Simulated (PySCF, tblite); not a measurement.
# C₇H₄F radical: geometry, infrared bands and EPR parameters

What infrared bands and EPR parameters should C₇H₄F radical (`C#CC1=C(F)C[C]=C1`) show?

The runs use tblite 0.8.0 and PySCF 2.14.0, with density-fitted response routines of our own; the level of theory stands in each step. All values are computed, except where a source is named. Atoms count from 0, in the outputs and in this text.

### 1 The molecule as given

12 atoms, charge 0, multiplicity 2; geometry from: force field or distance geometry start.

Bonds of the start (Å): C0–C1 1.22, C1–C2 1.42, C2–C3 1.32, C3–F4 1.37, C3–C5 1.46, C5–C6 1.48, C6–C7 1.32, C7–C2 1.46, C0–H8 1.07, C5–H9 1.12, C5–H10 1.12, C7–H11 1.07.

### 2 Relaxing the molecule with GFN2-xTB

Job settings and geometry (Å):

```
{"job": {"kind": "relax", "xc": "GFN2-xTB", "basis": "xTB"}, "charge": 0, "multiplicity": 2}
C      3.048200    -0.000900    -0.042000
C      1.828200     0.056400    -0.044200
C      0.407200     0.098500    -0.014700
C     -0.481800    -0.870200     0.097400
F     -0.108000    -2.179200     0.254200
C     -1.861000    -0.379400     0.068200
C     -1.682300     1.080500    -0.099700
C     -0.384900     1.322900    -0.138800
H      4.117800    -0.036100    -0.029900
H     -2.456300    -0.635300     0.985800
H     -2.446700    -0.766800    -0.802400
H      0.020800     2.308900    -0.259700
```

Run with:

```bash
> OMP_NUM_THREADS=1 python probes_run.py task.json out
```

One launch serves the whole session: the jobs run in the order shown.

Standard output:

```text
step      E/eV     max force
  0    -586.02879    2.534
  1    -586.16240    2.886
  2    -586.18120    3.146
  3    -586.24399    0.791
  4    -586.26167    0.422
  5    -586.27564    0.343
  6    -586.28318    0.177
  7    -586.28534    0.154
  8    -586.28892    0.127
  9    -586.29015    0.129
 10    -586.29075    0.074
 11    -586.29114    0.053
 12    -586.29162    0.059
 13    -586.29185    0.042
 14    -586.29194    0.026
 15    -586.29202    0.033
 16    -586.29216    0.051
 17    -586.29238    0.072
 18    -586.29266    0.066
 19    -586.29292    0.043
 20    -586.29314    0.043
 21    -586.29332    0.046
 22    -586.29347    0.046
 23    -586.29359    0.027
 24    -586.29368    0.029
 25    -586.29376    0.032
 26    -586.29381    0.020
 27    -586.29384    0.015
 28    -586.29386    0.016
 29    -586.29389    0.019
 30    -586.29393    0.025
 31    -586.29396    0.018
 32    -586.29399    0.012
 33    -586.29401    0.015
 34    -586.29403    0.022
 35    -586.29406    0.022
 36    -586.29408    0.011
 37    -586.29410    0.012
 38    -586.29411    0.013
 39    -586.29413    0.015
 40    -586.29413    0.009
```

It took 0.15 s on 1 thread of Arm Neoverse V2, shared host.

Along the way: (not every step is listed)

```
step  energy from step 0 (eV)  largest force (eV/Å)
   0                   0.0000                2.5344
   1                  -0.1336                2.8857
   2                  -0.1524                3.1456
   3                  -0.2152                0.7908
   4                  -0.2329                0.4215
   5                  -0.2468                0.3434
   6                  -0.2544                0.1767
   7                  -0.2566                0.1543
   8                  -0.2601                0.1269
  10                  -0.2620                0.0742
  12                  -0.2628                0.0586
  14                  -0.2631                0.0263
  16                  -0.2634                0.0513
  18                  -0.2639                0.0657
  20                  -0.2644                0.0426
  22                  -0.2647                0.0461
  24                  -0.2649                0.0285
  26                  -0.2650                0.0203
  28                  -0.2651                0.0158
  30                  -0.2651                0.0255
  32                  -0.2652                0.0122
  34                  -0.2652                0.0224
  35                  -0.2653                0.0221
  36                  -0.2653                0.0112
  37                  -0.2653                0.0122
  38                  -0.2653                0.0132
  39                  -0.2653                0.0150
  40                  -0.2653                0.0090
```

Close pairs (by a distance rule), those that changed most:

```
  bond  before (Å)  after (Å)  change (Å)
 C3–C5       1.464      1.503      +0.038
 C5–H9       1.123      1.092      -0.032
 C3–F4       1.370      1.339      -0.032
 C2–C3       1.320      1.349      +0.029
C5–H10       1.119      1.092      -0.027
 C2–C7       1.464      1.486      +0.022
 C1–C2       1.422      1.400      -0.022
 C0–H8       1.070      1.049      -0.021
```

The final coordinates are the input of the step that follows.

### 3 Infrared spectrum with GFN2-xTB

Job settings and geometry (Å):

```
{"job": {"kind": "ir", "xc": "GFN2-xTB", "basis": "xTB"}, "charge": 0, "multiplicity": 2}
C      3.019903     0.051923    -0.038672
C      1.817347     0.047356    -0.026264
C      0.418568     0.098045    -0.017661
C     -0.476241    -0.904434     0.100258
F     -0.217675    -2.210516     0.240246
C     -1.889168    -0.394894     0.058561
C     -1.630633     1.051576    -0.100775
C     -0.350166     1.363043    -0.145789
H      4.068278     0.024311    -0.045112
H     -2.432726    -0.626270     0.976537
H     -2.450332    -0.819264    -0.776177
H      0.124042     2.318438    -0.251179
```

Standard output:

```text
mode    cm-1     km/mol
  1     118.9      0.73
  2     135.6      1.22
  3     220.5     15.30
  4     323.6      4.98
  5     326.8      2.04
  6     363.6      2.38
  7     436.8      4.35
  8     518.4      8.40
  9     552.4      0.81
 10     645.1      1.98
 11     655.8      9.20
 12     669.3     27.85
 13     784.8     24.17
 14     796.3     31.01
 15     878.6      0.02
 16     997.8     12.27
 17    1017.7      1.87
 18    1031.8     21.14
 19    1118.4      3.29
 20    1165.3     53.26
 21    1204.3      3.02
 22    1275.4    117.39
 23    1383.2     42.51
 24    1615.9     72.98
 25    1657.5     44.08
 26    2234.0      7.57
 27    2965.3      3.99
 28    2987.3      5.13
 29    3169.4      8.93
 30    3398.6      8.43
```

Wall time 0.23 s (1 thread of Arm Neoverse V2, shared host).

The strongest bands and the atoms that carry them (share of the mass-weighted mode):

```
cm⁻¹  km/mol                                 atoms
 669    27.9                      H8 51 %, C7 10 %
 785    24.2  H11 40 %, C7 15 %, C5 11 %, H10 10 %
 796    31.0             C7 30 %, C5 22 %, C6 19 %
1165    53.3    C2 31 %, C3 30 %, C7 12 %, C5 11 %
1275   117.4                      C3 45 %, C2 26 %
1383    42.5                     H10 45 %, H9 45 %
1616    73.0    C6 40 %, C7 30 %, C3 13 %, C2 12 %
1658    44.1    C2 36 %, C3 35 %, C7 13 %, C6 12 %
```

### 4 g tensor and hyperfine couplings: B3LYP/pcH-1

The job, as its differences from that of step 3:

```diff
@@ -1,2 +1,2 @@
-{"job": {"kind": "ir", "xc": "GFN2-xTB", "basis": "xTB"}, "charge": 0, "multiplicity": 2}
+{"job": {"kind": "epr", "basis": "pcH-1"}, "charge": 0, "multiplicity": 2}
 C      3.019903     0.051923    -0.038672
```

With the program's defaults for keys left out, this is: UKS B3LYP, pcH-1 on C F H, non-relativistic, mean-field spin-orbit, GIAO.

Standard output:

```text
UKS, coarse grid
  cycle   1  E = -368.73408066  |g| = 4.19e-01
  cycle   2  E = -368.64507277  |g| = 6.25e-01
  cycle   3  E = -368.80241565  |g| = 1.27e-01
  cycle   4  E = -368.81000682  |g| = 5.52e-02
  cycle   5  E = -368.81128892  |g| = 2.45e-02
  cycle   6  E = -368.81155154  |g| = 9.20e-03
  cycle   7  E = -368.81160374  |g| = 5.04e-03
  cycle   8  E = -368.81163052  |g| = 1.97e-03
  cycle   9  E = -368.81164432  |g| = 1.22e-03
  cycle  10  E = -368.81164840  |g| = 7.06e-04
UKS, final grid
  cycle   1  E = -368.81164898  |g| = 8.93e-04
  cycle   2  E = -368.81164871  |g| = 1.51e-03
  cycle   3  E = -368.81164991  |g| = 2.58e-04
  cycle   4  E = -368.81165008  |g| = 2.33e-04
  cycle   5  E = -368.81165030  |g| = 2.16e-04
  cycle   6  E = -368.81165035  |g| = 3.00e-05
  cycle   7  E = -368.81165035  |g| = 1.69e-05
E = -368.81165035 Eh   <S^2> = 0.7642 (exact 0.7500)
g shifts (ppm)      1          2          3
  rmc          -166       -166       -166
  gc             28         11        -24
  oz_so       -1124       -145        989
  total       -1263       -300        798
hyperfine (MHz)  atom isotope    a_iso     a_fc   dipolar eigenvalues
    0   13C       4.00       4.00     -2.72     -0.39      3.10
    1   13C       3.64       3.64     -2.29     -1.18      3.48
    2   13C      56.84      56.84     -6.83     -2.89      9.72
    3   13C      48.17      48.17    -12.71      2.06     10.65
    4   19F      15.93      15.93    -46.48    -13.05     59.54
    5   13C      48.40      48.40     -6.89     -6.59     13.48
    6   13C     473.63     473.63    -79.09    -51.79    130.88
    7   13C      21.24      21.24    -23.21      1.78     21.44
    8    1H      -2.64      -2.64     -1.31     -0.76      2.08
    9    1H       7.10       7.10     -7.05     -5.59     12.64
   10    1H       7.04       7.04     -7.03     -5.57     12.61
   11    1H      45.62      45.62     -6.53     -4.96     11.50
```

Run time: 47 s. Hardware: 1 thread of Arm Neoverse V2, shared host; peak memory 0.87 GiB.

Principal g values 2.00106, 2.00202, 2.00312; g(iso) = 2.00206, against 2.00232 for a free electron.

Mean a(iso) over the nuclei that a row names, and the largest dipolar term of the row (other rows stand at the frozen geometry):

```
 nuclei  isotope  a(iso) (MHz)  a(iso) (G, at g = 2.0023)  largest dipolar term (MHz)
     C6      13C         473.6                      169.0                       130.9
     C2      13C          56.8                       20.3                         9.7
     C5      13C          48.4                       17.3                        13.5
     C3      13C          48.2                       17.2                       -12.7
    H11       1H          45.6                       16.3                        11.5
     C7      13C          21.2                        7.6                       -23.2
     F4      19F          15.9                        5.7                        59.5
H9, H10       1H           7.1                        2.5                        12.6
     C0      13C           4.0                        1.4                         3.1
     C1      13C           3.6                        1.3                         3.5
     H8       1H          -2.6                       -0.9                         2.1
```

Mulliken spin populations:

```
atom  value (e)
  C0       0.04
  C1      -0.02
  C2       0.08
  C3      -0.01
  F4       0.00
  C5      -0.01
  C6       1.02
  C7      -0.13
  H8       0.00
  H9       0.00
 H10       0.00
 H11       0.02
```

In first order the couplings over 0.8 MHz of 1H, 19F give 24 distinct lines over 27.9 G, if the averaged nuclei exchange fast; the same motion can average rows kept apart here too.

Orbitals, density, ELF and potential are computed afterwards from the orbital file.

ELF in a plane through or near 10 of the atoms.

Values, 10 rows by 14 columns:
```
0.00 0.00 0.00 0.00 0.00 0.00 0.00 0.00 0.00 0.00 0.00 0.00 0.00 0.00
0.00 0.00 0.00 0.00 0.00 0.00 0.06 0.01 0.00 0.00 0.00 0.00 0.00 0.00
0.00 0.00 0.00 0.00 0.00 0.11 0.99 0.72 0.09 0.54 0.11 0.00 0.00 0.00
0.00 0.00 0.00 0.04 0.16 0.01 0.91 0.35 0.68 0.93 0.47 0.00 0.00 0.00
0.00 0.00 0.14 0.41 0.74 0.52 0.62 0.65 0.43 0.82 0.05 0.00 0.00 0.00
0.00 0.03 0.99 0.99 0.11 0.91 0.29 0.79 0.80 0.45 0.33 0.01 0.00 0.00
0.00 0.00 0.86 0.78 0.69 0.64 0.05 0.35 0.46 0.27 0.11 0.01 0.00 0.00
0.00 0.00 0.00 0.04 0.20 0.04 0.39 0.32 0.76 0.01 0.00 0.00 0.00 0.00
0.00 0.00 0.00 0.00 0.00 0.00 0.05 0.28 0.17 0.00 0.00 0.00 0.00 0.00
0.00 0.00 0.00 0.00 0.00 0.00 0.00 0.00 0.00 0.00 0.00 0.00 0.00 0.00
```
The map spans 13.3 Å across and 9.8 Å up, centred on the molecule. Atoms in the plane (x, y in Å): C0 (-3.0, -0.3), C1 (-1.8, -0.2), C2 (-0.4, 0.1), C3 (0.6, -0.9), F4 (0.5, -2.2), C5 (1.9, -0.2), C6 (1.5, 1.2), C7 (0.2, 1.4), H8 (-4.0, -0.4), H11 (-0.4, 2.3).

On the surface of density 0.002 e/bohr³ the electrostatic potential runs, from the 1st to the 99th percentile, from -0.75 V near C1 to 1.44 V near H8.

The spin density lies nearest to C6 74 %; C7 7 % (beta excess).

### 5 Summary of results

| quantity | value |
| --- | --- |
| strongest single infrared mode (GFN2-xTB) | 1275 cm⁻¹, 117 km/mol |
| zero-point energy (GFN2-xTB) | 49.5 kcal/mol |
| g(iso) (B3LYP) | 2.00206 |
| ⟨S²⟩ | 0.764 (exact 0.75) |
| largest a(iso) (averaged by class) | 13C on C6, 473.6 MHz |
| potential on the surface of density 0.002 e/bohr³, 1st and 99th percentile | -0.75 V and 1.44 V |

The optimisation took 40 steps and gained 0.265 eV; among the close pairs (by a distance rule), C3–C5 changed most, from 1.464 to 1.503 Å. All 30 modes are real, so the xTB geometry is a minimum. The strongest single mode, at 1275 cm⁻¹, moves mainly C3 and C2. GFN2-xTB is a fitted tight-binding method: band positions and strengths are rough. Its intensities can rank the bands wrongly. Most of the unpaired spin sits on C6 (1.02 e). The isotropic g lies 0.3 ppt below the free-electron value. The conformer search found further structures of the same energy, which may be mirror or relabelled copies of this one.
